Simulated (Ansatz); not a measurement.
# PIr2: properties at the relaxed cell

One table from this session's results is given with a row withheld; the runs are named, their logs left out.

The COD entry's cell or inner coordinates are ideal or old and differ from later refinements, so a difference from it is no clean test against experiment.

Method: DFT PBEsol, scalar-relativistic, plane waves, PAW, in Ansatz 0.2.0.

## The structure to begin with

It takes space group Fm-3m (No. 225, cubic). The conventional cell has a = 5.533 Å, b = 5.533 Å, c = 5.533 Å, α = 90.00°, β = 90.00°, γ = 90.00°. P (site symmetry m-3m) is surrounded by 8 Ir at 2.40 Å. Ir (site symmetry -43m) has 4 P at 2.40 Å as nearest neighbours.

Coordinates:

```
CELL_PARAMETERS angstrom
0.00000 2.76634 2.76634
2.76634 0.00000 2.76634
2.76634 2.76634 0.00000
ATOMIC_POSITIONS crystal
P 0.00000 0.00000 0.00000
Ir 0.25000 0.25000 0.25000
Ir 0.75000 0.75000 0.75000
```

This cell was relaxed beforehand with the same method: volume 14.11 Å³/atom, gap on the mesh none (metal).

The first run:

File input.yaml:

```yaml
crystal:
  lattice:
    - [0.0, 2.7383972781, 2.7383972781]
    - [2.7383972781, 0.0, 2.7383972781]
    - [2.7383972781, 2.7383972781, 0.0]
  atoms:
    - { symbol: P, position: [0.0, 0.0, 0.0] }
    - { symbol: Ir, position: [0.25, 0.25, 0.25] }
    - { symbol: Ir, position: [0.75, 0.75, 0.75] }
basis:
  ecutwfc: 420
kpoints:
  mp_grid: { grid: [14, 14, 14] }
hamiltonian:
  xc: pbesol
scf:
  occupations: { method: gaussian, width: 0.1 }
output:
  forces: true
  stress: true
  eigenvalues: true
```

The run is started by

```console
$ ansatz run input.yaml --threads 1 --pin off --max-ram 2560MiB --backend cpu --events-out ev --progress --plain --runs-dir out
```

Among the steps run: The cell scaled to 0.97 of its volume; Point at V/V0 = 1.03; Point at V/V0 = 0.94; The cell scaled to 1.06 of its volume; Point at V/V0 = 0.91; Point at V/V0 = 1.10; Volume × 0.88.

One table of the session follows, with a row left open; its other results are not shown here.

It belongs to the step «Fit of the equation of state». 

```
volume (Å³/atom)  energy above the lowest point (meV/atom)  pressure (GPa)
          12.420                                     248.2           53.16
          12.843                                     130.8           36.18
          13.266                                      54.6           21.95
          13.690                                      12.8           10.01
          14.113                                       0.0            0.00
          14.537                                      11.4           -8.39
          14.960                                         ?               ?
          15.525                                     111.4          -22.96
```

Estimate the missing values for volume (Å³/atom) = 14.960.

Worked estimate for «energy above the lowest point (meV/atom)». A straight line through the neighbours (14.537, 11.4) and (15.525, 111.4) gives 11.4 + (111.4 − 11.4) × (14.960 − 14.537) / (15.525 − 14.537) = 54.2; a parabola fitted to 3 rows on both sides gives 41.6.

The run gave: energy above the lowest point (meV/atom): 43.2; pressure (GPa): -15.40. In «energy above the lowest point (meV/atom)» the line misses by +11.0 and the parabola by -1.6.
